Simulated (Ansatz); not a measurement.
# Mg2Te3O: the cost of one run

Method: DFT PBE, scalar-relativistic, plane waves, PAW, in Ansatz 0.2.0.

### 1 Starting point

It takes space group I4/mmm (No. 139, tetragonal). The conventional cell has a = 5.980 Å, b = 5.980 Å, c = 8.703 Å, α = 90.00°, β = 90.00°, γ = 90.00°. Mg (site symmetry -4m2) is surrounded by 2 Te at 2.18 Å. Te (site symmetry 4/mmm) is surrounded by 4 Te at 2.99 Å. Te (site symmetry mmm) has 2 Mg at 2.18 Å in its first shell of neighbours. O (site symmetry 4/mmm) has 4 Te at 2.99 Å in its first shell of neighbours.

As a file:

```cif
data_structure
_symmetry_space_group_name_H-M 'I4/mmm'
_symmetry_Int_Tables_number 139
_cell_length_a 5.9797
_cell_length_b 5.9797
_cell_length_c 8.7033
_cell_angle_alpha 90.000
_cell_angle_beta 90.000
_cell_angle_gamma 90.000
_cell_volume 311.21
loop_
_atom_site_label
_atom_site_type_symbol
_atom_site_symmetry_multiplicity
_atom_site_Wyckoff_symbol
_atom_site_fract_x
_atom_site_fract_y
_atom_site_fract_z
_atom_site_occupancy
Mg1 Mg 4 d 0.00000 0.50000 0.25000 1
Te1 Te 2 b 0.50000 0.50000 0.00000 1
Te2 Te 4 c 0.00000 0.50000 0.00000 1
O1 O 2 a 0.00000 0.00000 0.00000 1
```

Recipe of the guess: random cell by space group and Wyckoff sites (I4/mmm, No. 139). The dimensions are guesses.

### 2 Probe: one point on a coarse mesh

input.yaml

```yaml
crystal:
  lattice:
    - [-2.98986729, 2.98986729, 4.35166607]
    - [2.98986729, -2.98986729, 4.35166607]
    - [2.98986729, 2.98986729, -4.35166607]
  atoms:
    - { symbol: Mg, position: [0.75, 0.25, 0.5] }
    - { symbol: Mg, position: [0.25, 0.75, 0.5] }
    - { symbol: Te, position: [0.5, 0.5, 0.0] }
    - { symbol: Te, position: [0.5, 0.0, 0.5] }
    - { symbol: Te, position: [0.0, 0.5, 0.5] }
    - { symbol: O, position: [0.0, 0.0, 0.0] }
basis:
  ecutwfc: 420
kpoints:
  mp_grid: { grid: [4, 4, 4] }
hamiltonian:
  xc: pbe
scf:
  occupations: { method: gaussian, width: 0.1 }
  lower_state_search: "off"
output:
  forces: true
  stress: true
  eigenvalues: true
```

Command:

```console
> ansatz run input.yaml --threads 1 --pin off --max-ram 2560MiB --backend cpu --events-out ev --progress --plain --runs-dir out
```

Q: Estimate wall time and peak memory on 1 thread of AMD EPYC (Zen 3), shared host.

About 11 s, with a peak of 0.46 GiB.
